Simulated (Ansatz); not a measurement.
# Molecular dynamics of LiHSO4

input.yaml

```yaml
accuracy: low
crystal:
  lattice:
    - [5.341478, 0.0, 0.0]
    - [0.0, 7.373677, 0.0]
    - [-0.02268, 0.0, 8.559656]
  atoms:
    - { symbol: Li, position: [0.50297327, 0.28643686, 0.00453537] }
    - { symbol: Li, position: [0.4671738, 0.80293735, 0.47977384] }
    - { symbol: Li, position: [0.49680432, 0.69453186, 1.00896289] }
    - { symbol: Li, position: [0.50693734, 0.22900415, 0.50076911] }
    - { symbol: H, position: [0.90760125, 0.63254465, 0.79607892] }
    - { symbol: H, position: [0.15400799, 0.06953197, 0.71837509] }
    - { symbol: H, position: [0.07494689, 0.38844763, 0.24294096] }
    - { symbol: H, position: [0.89125889, 0.86934564, 0.28249931] }
    - { symbol: S, position: [0.25786251, 0.48480029, 0.72110252] }
    - { symbol: S, position: [0.76434767, 0.96221743, 0.76529421] }
    - { symbol: S, position: [0.74043792, 0.5388633, 0.29372688] }
    - { symbol: S, position: [0.24561878, 0.02393754, 0.21297705] }
    - { symbol: O, position: [0.38738778, 0.48700642, 0.8705604] }
    - { symbol: O, position: [0.63776409, 1.00732396, 0.61693084] }
    - { symbol: O, position: [0.62801612, 0.51815718, 0.13802564] }
    - { symbol: O, position: [0.305961, 0.00911605, 0.37893888] }
    - { symbol: O, position: [0.25167242, 0.29350382, 0.65777055] }
    - { symbol: O, position: [0.70247464, 0.78742525, 0.82695915] }
    - { symbol: O, position: [0.70488011, 0.72352757, 0.35228643] }
    - { symbol: O, position: [0.21681085, 0.20823181, 0.15290578] }
    - { symbol: O, position: [0.32002755, 0.62430614, 0.61486564] }
    - { symbol: O, position: [0.71358615, 0.10289243, 0.88724304] }
    - { symbol: O, position: [0.65840636, 0.39503492, 0.40401488] }
    - { symbol: O, position: [0.43015952, 0.91681186, 0.12123113] }
    - { symbol: O, position: [0.96855947, 0.50456577, 0.78157998] }
    - { symbol: O, position: [0.05151382, 0.95241169, 0.74131377] }
    - { symbol: O, position: [0.03207512, 0.5207145, 0.27910234] }
    - { symbol: O, position: [0.98371322, -0.07377635, 0.19016826] }
basis:
  ecutwfc: 420.0
kpoints:
  mp_grid: { grid: [2, 1, 1] }
hamiltonian:
  xc: lda
scf:
  occupations: { method: fermi_dirac, width: 0.05 }
  lower_state_search: "off"
md:
  timestep: 0.5
  n_steps: 400
  ensemble: nve
  temperature: 910.0
  initial_velocities: maxwell_boltzmann
  seed: 354872
```

Command:

```bash
$ ansatz run input.yaml --threads 1 --pin off --max-ram 3072MiB --backend cpu --events-out ev --progress --plain --runs-dir out
```

It goes on from the last frame of an earlier run, with new velocities.

Output, in part (step lines):

```
md step     0: t =     0.00 fs  T =   910.0 K  F+E_penalty+E_count = -13233.53440722 eV  E_kin = 3.175918 eV  conserved = -13230.35848905 eV  (10 SCF iters)
md step     1: t =     0.50 fs  T =   926.6 K  F+E_penalty+E_count = -13233.59301532 eV  E_kin = 3.233958 eV  conserved = -13230.35905720 eV  (8 SCF iters)
md step     2: t =     1.00 fs  T =   939.0 K  F+E_penalty+E_count = -13233.63652561 eV  E_kin = 3.277080 eV  conserved = -13230.35944575 eV  (8 SCF iters)
md step     3: t =     1.50 fs  T =   945.6 K  F+E_penalty+E_count = -13233.65956994 eV  E_kin = 3.300133 eV  conserved = -13230.35943718 eV  (8 SCF iters)
md step     4: t =     2.00 fs  T =   946.7 K  F+E_penalty+E_count = -13233.66306733 eV  E_kin = 3.304146 eV  conserved = -13230.35892129 eV  (8 SCF iters)
md step     5: t =     2.50 fs  T =   944.8 K  F+E_penalty+E_count = -13233.65556706 eV  E_kin = 3.297490 eV  conserved = -13230.35807705 eV  (5 SCF iters)
md step     6: t =     3.00 fs  T =   943.5 K  F+E_penalty+E_count = -13233.65024164 eV  E_kin = 3.292850 eV  conserved = -13230.35739117 eV  (3 SCF iters)
md step     7: t =     3.50 fs  T =   945.6 K  F+E_penalty+E_count = -13233.65756984 eV  E_kin = 3.300224 eV  conserved = -13230.35734615 eV  (3 SCF iters)
[... lines left out ...]
md step   400: t =   200.00 fs  T =   742.5 K  F+E_penalty+E_count = -13232.94995561 eV  E_kin = 2.591429 eV  conserved = -13230.35852682 eV  (8 SCF iters)
```

The steps, from the saved trajectory:

```json
{"time (fs)": "0.0", "T (K)": "910", "potential energy less start (eV)": "0.000", "conserved less start (meV/atom)": "0.00"}
{"time (fs)": "6.5", "T (K)": "927", "potential energy less start (eV)": "-0.060", "conserved less start (meV/atom)": "-0.04"}
{"time (fs)": "13.0", "T (K)": "651", "potential energy less start (eV)": "0.906", "conserved less start (meV/atom)": "0.05"}
{"time (fs)": "19.5", "T (K)": "740", "potential energy less start (eV)": "0.594", "conserved less start (meV/atom)": "0.00"}
{"time (fs)": "26.0", "T (K)": "608", "potential energy less start (eV)": "1.054", "conserved less start (meV/atom)": "0.01"}
{"time (fs)": "32.5", "T (K)": "626", "potential energy less start (eV)": "0.988", "conserved less start (meV/atom)": "-0.04"}
{"time (fs)": "39.0", "T (K)": "665", "potential energy less start (eV)": "0.855", "conserved less start (meV/atom)": "0.04"}
{"time (fs)": "45.5", "T (K)": "742", "potential energy less start (eV)": "0.585", "conserved less start (meV/atom)": "0.00"}
{"time (fs)": "52.0", "T (K)": "623", "potential energy less start (eV)": "1.003", "conserved less start (meV/atom)": "0.03"}
{"time (fs)": "58.5", "T (K)": "666", "potential energy less start (eV)": "0.850", "conserved less start (meV/atom)": "-0.03"}
{"time (fs)": "65.0", "T (K)": "481", "potential energy less start (eV)": "1.497", "conserved less start (meV/atom)": "0.02"}
{"time (fs)": "71.5", "T (K)": "508", "potential energy less start (eV)": "1.403", "conserved less start (meV/atom)": "0.04"}
{"time (fs)": "78.0", "T (K)": "639", "potential energy less start (eV)": "0.945", "conserved less start (meV/atom)": "0.00"}
{"time (fs)": "84.5", "T (K)": "731", "potential energy less start (eV)": "0.625", "conserved less start (meV/atom)": "0.00"}
{"time (fs)": "91.0", "T (K)": "665", "potential energy less start (eV)": "0.856", "conserved less start (meV/atom)": "0.03"}
{"time (fs)": "97.5", "T (K)": "774", "potential energy less start (eV)": "0.473", "conserved less start (meV/atom)": "0.00"}
{"time (fs)": "104.0", "T (K)": "711", "potential energy less start (eV)": "0.694", "conserved less start (meV/atom)": "0.02"}
{"time (fs)": "110.5", "T (K)": "623", "potential energy less start (eV)": "1.002", "conserved less start (meV/atom)": "0.03"}
{"time (fs)": "117.0", "T (K)": "684", "potential energy less start (eV)": "0.789", "conserved less start (meV/atom)": "-0.01"}
{"time (fs)": "123.5", "T (K)": "696", "potential energy less start (eV)": "0.744", "conserved less start (meV/atom)": "-0.02"}
{"time (fs)": "130.0", "T (K)": "653", "potential energy less start (eV)": "0.897", "conserved less start (meV/atom)": "0.02"}
{"time (fs)": "136.5", "T (K)": "655", "potential energy less start (eV)": "0.889", "conserved less start (meV/atom)": "0.02"}
{"time (fs)": "143.0", "T (K)": "585", "potential energy less start (eV)": "1.135", "conserved less start (meV/atom)": "0.02"}
{"time (fs)": "149.5", "T (K)": "503", "potential energy less start (eV)": "1.421", "conserved less start (meV/atom)": "0.04"}
{"time (fs)": "156.0", "T (K)": "626", "potential energy less start (eV)": "0.993", "conserved less start (meV/atom)": "0.03"}
{"time (fs)": "162.5", "T (K)": "630", "potential energy less start (eV)": "0.978", "conserved less start (meV/atom)": "0.04"}
{"time (fs)": "169.0", "T (K)": "722", "potential energy less start (eV)": "0.657", "conserved less start (meV/atom)": "-0.01"}
{"time (fs)": "175.5", "T (K)": "632", "potential energy less start (eV)": "0.971", "conserved less start (meV/atom)": "0.02"}
{"time (fs)": "182.0", "T (K)": "643", "potential energy less start (eV)": "0.934", "conserved less start (meV/atom)": "0.04"}
{"time (fs)": "188.5", "T (K)": "808", "potential energy less start (eV)": "0.354", "conserved less start (meV/atom)": "0.00"}
{"time (fs)": "195.0", "T (K)": "680", "potential energy less start (eV)": "0.804", "conserved less start (meV/atom)": "0.05"}
```

All steps were run. The conserved energy stayed within 0.067 meV per atom of its start (net change -0.0014 meV per atom), so the integration is sound. A run of 0.2 ps of so small a system gives no equilibrium averages. Limits of this set-up: coarse k mesh, low accuracy level.

Mean squared displacements from the first frame to the last, about the centre of mass: Li 0.56 Å², H 0.63 Å², S 0.27 Å², O 0.51 Å².

Last frame:

```xyz
28
Lattice="5.3415 0.0000 0.0000 0.0000 7.3737 0.0000 -0.0227 0.0000 8.5597" Properties=species:S:1:pos:R:3
Li 2.388 2.154 0.036
Li 3.047 5.985 4.392
Li 1.700 4.448 9.255
Li 2.620 1.530 4.218
H 4.820 5.132 6.769
H 0.584 1.596 6.393
H 0.841 2.140 1.757
H 4.567 6.019 2.286
S 1.269 3.943 6.126
S 4.108 7.544 6.792
S 4.169 3.387 2.221
S 1.066 -0.146 1.971
O 1.814 3.904 7.491
O 3.961 7.487 5.302
O 3.369 3.218 1.021
O 1.949 -0.296 3.210
O 1.390 2.591 5.598
O 4.262 6.165 7.320
O 4.123 4.858 2.590
O 1.443 1.221 1.517
O 1.956 4.829 5.219
O 3.089 0.931 7.380
O 3.728 2.697 3.394
O 1.292 6.308 0.869
O 5.184 4.226 6.168
O 0.238 8.187 7.032
O 0.258 3.160 1.857
O 4.917 -0.189 2.184
```

Run time: 13 min on 1 thread of Arm Neoverse V2, with other jobs on the host, peak memory 0.52 GiB.
